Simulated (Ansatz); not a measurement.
# P: the cost of one run

Program: Ansatz 0.2.0. Level of theory: DFT PBE+D3(BJ), scalar-relativistic, plane waves, PAW. These are calculated values, not measurements.

2 further runs of the same task are left out: 2 set aside as unsound or not needed.

### Step 1. The starting structure

Symmetry: Cmce, No. 64, orthorhombic system. Conventional cell: a = 3.323 Å, b = 10.195 Å, c = 4.165 Å, α = 90.00°, β = 90.00°, γ = 90.00°. Around P (site symmetry m) lie 3 P at 2.23 to 2.25 Å.

As a file:

```xyz
4
Lattice="1.6614 -5.0973 0.0000 1.6614 5.0973 0.0000 0.0000 0.0000 4.1648" Properties=species:S:1:pos:R:3 pbc="T T T"
P     1.6614   -4.0129    0.2994
P     1.6614   -1.0844    2.3818
P     1.6614    4.0129    3.8654
P     1.6614    1.0844    1.7830
```

This cell was relaxed beforehand with the same method: volume 17.64 Å³/atom, gap on the mesh none (metal).

### Step 2. The bulk in the cell of the plane

Contents of input.yaml:

```yaml
crystal:
  lattice:
    - [3.3228293804, 0.0, 0.0]
    - [0.0, 4.1648375133, 0.0]
    - [1.6614146902, 0.0, 5.0972768036]
  atoms:
    - { symbol: P, position: [0.893627617, 0.0718894423, 0.2127447659] }
    - { symbol: P, position: [0.606372383, 0.5718894423, 0.7872552341] }
    - { symbol: P, position: [0.106372383, 0.9281105577, 0.7872552341] }
    - { symbol: P, position: [0.393627617, 0.4281105577, 0.2127447659] }
basis:
  ecutwfc: 420
kpoints:
  mp_grid: { grid: [10, 8, 7] }
hamiltonian:
  xc: pbe
  dispersion: d3bj
scf:
  occupations: { method: gaussian, width: 0.1 }
output:
  forces: true
  stress: true
  eigenvalues: true
```

The run is started by

```sh
ansatz run input.yaml --threads 1 --pin off --max-ram 2560MiB --backend cpu --events-out ev --progress --plain --runs-dir out
```

**Question.** How long does this run take on 1 thread of Arm Neoverse V1, shared host, and how much memory does it need?

About 11 s, with a peak of 0.41 GiB.
